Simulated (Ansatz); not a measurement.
# CH6N2Si: a ladder of functionals and wavefunction methods

An exercise on one series of results from a longer session: the logs are not shown, and one member is left open.

The runs use Ansatz 0.2.0, Gaussian basis; functionals in def2-TZVPP, the program's frozen cores in correlated methods.

The runs, in order: LDA (SPW92), PBE-D4, revPBE-D4, BLYP-D4, r2SCAN-D4, B97M-V, PBE0-D4, B3LYP-D4, r2SCANh-D4, r2SCAN0-D4, HSE06-D4, BHLYP-D4, CAM-B3LYP-D4, LC-ωPBE, ωB97X-V, ωB97M-V, B2PLYP, PBE-QIDH; CCSD(T)/def2-SVP; CCSD(T)/def2-TZVPP; MP2/def2-QZVPP; extrapolation to the limit; RPA on PBE.

## The geometry

All runs share one geometry, relaxed beforehand with PBE0-D4 in a triple-zeta def2 set.

SMILES `N=C[SiH2]N`, 10 atoms, charge 0, spin multiplicity 1.

Atoms are counted from 1 here; the program's logs count them from 0.

Bond lengths: N1–C2 1.271 Å, N1–H5 1.023 Å, C2–Si3 1.895 Å, C2–H6 1.104 Å, Si3–N4 1.713 Å, Si3–H7 1.488 Å, Si3–H8 1.488 Å, N4–H9 1.009 Å, N4–H10 1.009 Å. Angles: C2–N1–H5 111.6°, N1–C2–Si3 119.5°, N1–C2–H6 121.7°, Si3–C2–H6 118.8°, C2–Si3–N4 115.4°, C2–Si3–H7 106.8°, C2–Si3–H8 106.9°, N4–Si3–H7 109.1°, N4–Si3–H8 109.0°, H7–Si3–H8 109.5°, Si3–N4–H9 117.5°, Si3–N4–H10 117.4°, H9–N4–H10 109.2°.

Geometry (Å):

```
N    -0.29866    0.36207   -1.79043
C    -0.93218   -0.16761   -0.82440
Si   -0.10505   -0.29498    0.87543
N     1.48381    0.33855    0.96790
H    -0.85529    0.36799   -2.64841
H    -1.95641   -0.55957   -0.94851
H    -0.07450   -1.73938    1.23083
H    -0.97504    0.43550    1.83607
H     2.20321   -0.13040    0.43791
H     1.59321    1.33654    0.86671
```

Set-up of the first run:

The input, in.yaml:

```yaml
crystal:
  periodic: [false, false, false]
  atoms:
    - {symbol: N, position_ang: [-0.298655, 0.362073, -1.790432]}
    - {symbol: C, position_ang: [-0.932177, -0.167610, -0.824404]}
    - {symbol: Si, position_ang: [-0.105050, -0.294984, 0.875433]}
    - {symbol: N, position_ang: [1.483808, 0.338551, 0.967898]}
    - {symbol: H, position_ang: [-0.855294, 0.367987, -2.648408]}
    - {symbol: H, position_ang: [-1.956414, -0.559567, -0.948509]}
    - {symbol: H, position_ang: [-0.074500, -1.739385, 1.230827]}
    - {symbol: H, position_ang: [-0.975038, 0.435504, 1.836071]}
    - {symbol: H, position_ang: [2.203212, -0.130403, 0.437913]}
    - {symbol: H, position_ang: [1.593206, 1.336535, 0.866710]}
basis:
  gaussian: {orbitals: def2-TZVPP}
hamiltonian: {xc: lda}
output: {orbitals: {seedname: orbitals}}
```

Run with:

```
$ ansatz run in.yaml --threads 2 --pin off --events-out ev --progress --plain --max-ram 4352MiB
```

Steps of the session up to this table: LDA; PBE-D4 (GGA); revPBE-D4 (GGA); BLYP-D4 (GGA); r2SCAN-D4 (meta-GGA); B97M-V (meta-GGA); B3LYP-D4 (hybrid); r2SCANh-D4 (hybrid); r2SCAN0-D4 (hybrid); HSE06-D4 (hybrid); BHLYP-D4 (hybrid); CAM-B3LYP-D4 (range-separated); LC-ωPBE (range-separated); ωB97X-V (range-separated); ωB97M-V (range-separated); B2PLYP (double hybrid); PBE-QIDH (double hybrid).

One table of the session follows, with a row left open; its other results are not shown here.

It belongs to the step «Orbital energies across the functionals». 

```
  functional  HOMO (eV)  gap (eV)
 LDA (SPW92)      -5.74      3.66
      PBE-D4      -5.67      3.83
   revPBE-D4      -5.63      3.88
     BLYP-D4      -5.60      3.90
   r2SCAN-D4      -5.96      4.30
      B97M-V      -6.15      4.54
     PBE0-D4      -7.09      6.34
    B3LYP-D4          ?         ?
  r2SCANh-D4      -6.49      5.24
  r2SCAN0-D4      -7.28      6.64
    HSE06-D4      -6.68      5.55
    BHLYP-D4      -8.46      8.93
CAM-B3LYP-D4      -8.52      8.99
     LC-ωPBE      -9.84     11.52
     ωB97X-V      -9.52     11.13
     ωB97M-V      -9.41     10.92
```

Estimate the missing values for B3LYP-D4.

Worked estimate for «HOMO (eV)». Against the share of exact exchange, BLYP-D4 (0, -5.60), BHLYP-D4 (0.5, -8.46) give a slope of -5.72 per unit share; at 0.2 the line stands at -6.74.

**Answer.** HOMO (eV): -6.89; gap (eV): 5.90. In «HOMO (eV)» the line misses by +0.15.
